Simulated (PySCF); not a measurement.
# BiH5O (Bi(H)3(H2O)): the cost of one run

The runs use PySCF 2.14.0; several levels, as the steps say, no spin–orbit coupling.

1 further run of the same task is left out (for a known fault of the program).

### 1 The starting structure

7 atoms, charge 0, spin multiplicity 1.

Bond lengths: Bi1–H2 1.792 Å, Bi1–H3 1.810 Å, Bi1–H4 1.792 Å, O5–H6 0.963 Å, O5–H7 0.963 Å. Angles: H2–Bi1–H3 90.1°, H2–Bi1–H4 90.9°, H3–Bi1–H4 90.1°, H6–O5–H7 103.7°.

Geometry (Å):

```
Bi   -0.3940   -0.5329    0.5329
H     0.7093    0.7962    1.0104
H     0.4690   -1.6578    1.6578
H     0.7093   -1.0104   -0.7962
O    -1.0392    1.6545   -1.6545
H    -1.6145    2.2982   -1.2268
H    -1.6145    1.2268   -2.2982
```

Formal oxidation states: Bi +3. An earlier session relaxed this geometry at PBE0, Bi def2-SVP with ECP60, H def2-SVP, O def2-SVP (singlet, point group Cs).

At PBE0 on the finer grid: E = -292.671920 Eh, HOMO -7.15 eV, LUMO 0.36 eV, Mulliken charge on Bi1 +0.18 e, largest force component 0.011 eV/Å. 

Levels to run: BLYP; PBE; PBE0, TZVP. Hardware: 2 threads of Intel Xeon Platinum 8259CL at 2.50GHz (Skylake/Cascade Lake), shared host.

### 2 BLYP

run.py (the lines that set the calculation) reads:

```python
mol = gto.M(atom='''
Bi    -0.39396    -0.53290     0.53290
H      0.70929     0.79624     1.01039
H      0.46903    -1.65782     1.65782
H      0.70929    -1.01039    -0.79624
O     -1.03918     1.65449    -1.65449
H     -1.61449     2.29816    -1.22680
H     -1.61449     1.22680    -2.29816''',
    basis={'Bi': 'def2-SVP', 'H': 'def2-SVP', 'O': 'def2-SVP'},
    ecp={'Bi': 'def2-SVP'},
    charge=0, spin=0)
mf = dft.RKS(mol, xc='BLYP')
mf.grids.atom_grid = (75, 302)
mf = mf.density_fit()  # fitting sets: Bi def2-universal-JKFIT, H def2-universal-JKFIT, O def2-universal-JKFIT
mf.conv_tol = 1e-08; mf.max_cycle = 55
mf.kernel(dm0)  # dm0: the density of the relaxed state
```

On the command line:

```sh
OMP_NUM_THREADS=2 python run.py
```

**Question.** How long does this run take on 2 threads of Intel Xeon Platinum 8259CL at 2.50GHz (Skylake/Cascade Lake), shared host?

About 4.5 s.
